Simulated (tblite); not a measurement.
# AsF4: the cost of one run

Programs: tblite 0.8.0 and PySCF 2.14.0. All values are calculated, for the isolated system unless a continuum is named. Atoms count from 0, parts from 1.

### 1 Starting point

5 atoms, charge -1, multiplicity 1; geometry: rigid parts in contact. Parts: 1 = atoms 0–3, `F[As](F)F`, charge 0; 2 = atom 4, `[F-]`, charge -1.

### 2 Bringing the parts together with GFN2-xTB

The job: settings as JSON, then the geometry in Å.

```
{"job": {"kind": "dock", "xc": "GFN2-xTB", "basis": "xTB"}, "charge": -1, "multiplicity": 1, "parts": [{"atoms": "0-3", "charge": 0, "multiplicity": 1}, {"atoms": "4-4", "charge": -1, "multiplicity": 1}]}
F     -0.805088    -1.193287    -0.233137
As     0.004180    -0.001222     0.706977
F      1.434024    -0.098461    -0.243962
F     -0.633116     1.292970    -0.229878
F      2.058298     0.039106     2.033362
```

Level: GFN2-xTB search for minima from random contacts, gas phase.

Started as:

```sh
> OMP_NUM_THREADS=1 python cluster_run.py task.json out
```

One launch serves the whole session: the jobs run in the order shown.

Q: Estimate the wall time of this first job on 1 thread of Arm Neoverse V1, shared host.

About 2.9 s.
